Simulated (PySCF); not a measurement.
# C5H11NO: the cost of one run

Computed with PySCF 2.14.0, with density-fitted response routines of our own, on a single molecule, in the gas phase or a continuum. Atoms count from 0, in the outputs and in this text.

## Step 1: The molecule as given

18 atoms, charge 0, multiplicity 1; geometry from: GFN2-xTB.

Bonds of the start (Å): C0–N1 1.29, N1–O2 1.25, N1–C3 1.50, C3–C4 1.53, C3–C5 1.53, C3–C6 1.53, C0–H7 1.07, C0–H8 1.07, C4–H9 1.09, C4–H10 1.09, C4–H11 1.09, C5–H12 1.09, C5–H13 1.09, C5–H14 1.09, C6–H15 1.09, C6–H16 1.09, C6–H17 1.09.

## Step 2: Optimising the geometry at PBE0-D3(BJ)/def2-SVP

What the job is given:

```
{"job": {"xc": "PBE0", "basis": "def2-SVP", "d3": "d3bj", "grid": 2, "kind": "geom"}, "charge": 0, "multiplicity": 1}
C      1.897490     0.057620     0.086550
N      0.719140    -0.388140     0.360100
O      0.506830    -1.356950     1.118380
C     -0.475290     0.281910    -0.258050
C     -0.370990     0.163900    -1.779200
C     -1.728770    -0.435610     0.232780
C     -0.505010     1.743410     0.188510
H      2.044380     0.891650    -0.569060
H      2.745150    -0.428540     0.533600
H     -0.266950    -0.879230    -2.069760
H      0.478190     0.718260    -2.170170
H     -1.274420     0.558750    -2.237730
H     -2.611800     0.031690    -0.194060
H     -1.700860    -1.484460    -0.051780
H     -1.794010    -0.386730     1.315750
H     -1.415060     2.216190    -0.172930
H     -0.494740     1.805280     1.274530
H      0.343850     2.301490    -0.197820
```

Q: Estimate the wall time of this first job on 8 threads of Intel Xeon at 2.50GHz (Skylake/Cascade Lake), shared host.

About 2.9 min.
